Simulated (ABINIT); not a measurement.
## HPbNO4 in ABINIT: convergence with k mesh

Input of the first run (k mesh 1 × 1 × 1); the others differ in this setting and in those tied to it:

Contents of run.abi:

```
# Pseudopotentials
pp_dirpath "./"
pseudos "H.GGA_PBE-ansatz.xml, Pb.GGA_PBE-ansatz.xml, N.GGA_PBE-ansatz.xml, O.GGA_PBE-ansatz.xml"

# Structure
acell 3.857243867 4.3378635907 5.9843746639 Angstrom
rprim
     0.9999549245     0.0004614694    -0.0094834554
     0.0400035631     0.9991923235    -0.0037967999
     0.1266682055     0.1401533238     0.9819939977
ntypat 4
znucl 1 82 7 8
natom 7
typat 1 2 3 4 4 4 4
xred
     0.6151100000     0.8955900000     0.1984400000
     0.6459700000     0.4465100000     0.9168500000
     0.7147400000     0.2381000000     0.5005800000
     0.1695800000     0.4700700000     0.7776800000
     0.6291900000     0.9704500000     0.4984500000
     0.5642400000     0.9258300000     0.0384900000
     0.7802200000     0.4225000000     0.3195100000
chkprim 0
chksymtnons 0
tolsym 1.0e-6

# Plane-wave basis
ecut 16.0
pawecutdg 32.0
pawxcdev 0
pawovlp -1

# k points
kptopt 1
ngkpt 1 1 1
nshiftk 1
shiftk 0.0 0.0 0.0

# Exchange and correlation
ixc 11

# Bands and occupations
nband 27
occopt 3
tsmear 0.05 eV

# SCF cycle
nstep 100
tolvrs 1.0e-9

# Output
iomode 3
prtwf 0
prtden 0
prteig 0
prtebands 0
enunit 1
```

Potentials or basis: Ansatz PAW PBE default generated set, frozen core.

Launch:

```console
$ abinit run.abi > log 2>&1
```

The cell was built by a generator and needn't be a form met in nature.

Hardware: AMD EPYC 7R43 64-Core Processor (Zen 3), on a shared host.

| k mesh | energy less the tightest run, at zero smearing (meV/atom) | pressure (GPa) | largest force (eV/Å) | gap on the mesh (eV) | SCF cycles | CPU time (s) |
| --- | --- | --- | --- | --- | --- | --- |
| 1 × 1 × 1 | 212.40 | 6.77 | 2.282 | 1.269 | 18 | 94 |
| 2 × 1 × 1 | 36.55 | 1.87 | 1.583 | 1.356 | 18 | 130 |
| 2 × 2 × 2 | -11.21 | 0.13 | 0.320 | 0.318 | 18 | 210 |
| 3 × 2 × 2 | -12.66 | -0.21 | 0.189 | 0.365 | 18 | 230 |
| 4 × 3 × 3 | -1.37 | -0.37 | 0.033 | 0.561 | 18 | 290 |
| 4 × 4 × 4 | -0.59 | -0.33 | 0.042 | 0.255 | 18 | 370 |
| 5 × 4 × 4 | 0.07 | -0.34 | 0.019 | 0.261 | 18 | 420 |
| 6 × 5 × 5 | -0.01 | -0.35 | 0.012 | 0.377 | 18 | 590 |
| 8 × 6 × 6 | 0.00 | -0.34 | 0.013 | 0.221 | 18 | 940 |

Against the tightest run, the energy stays within 1 meV/atom from 4 × 4 × 4 on; the pressure stays within 0.1 GPa from 4 × 3 × 3 on; the largest force stays within 0.005 eV/Å from 6 × 5 × 5 on. Not settled before the last step: the gap on the mesh (to 0.01 eV). Meshes of other sizes hit other points, so gaps and Fermi surfaces needn't settle smoothly. The tightest run that finished is the yardstick and may itself not be fully converged.

Caveat, for the tightest run too: the atomic spheres overlap; spin-orbit coupling is left out, which as a rule narrows the gap of such compounds by several tenths of an eV.
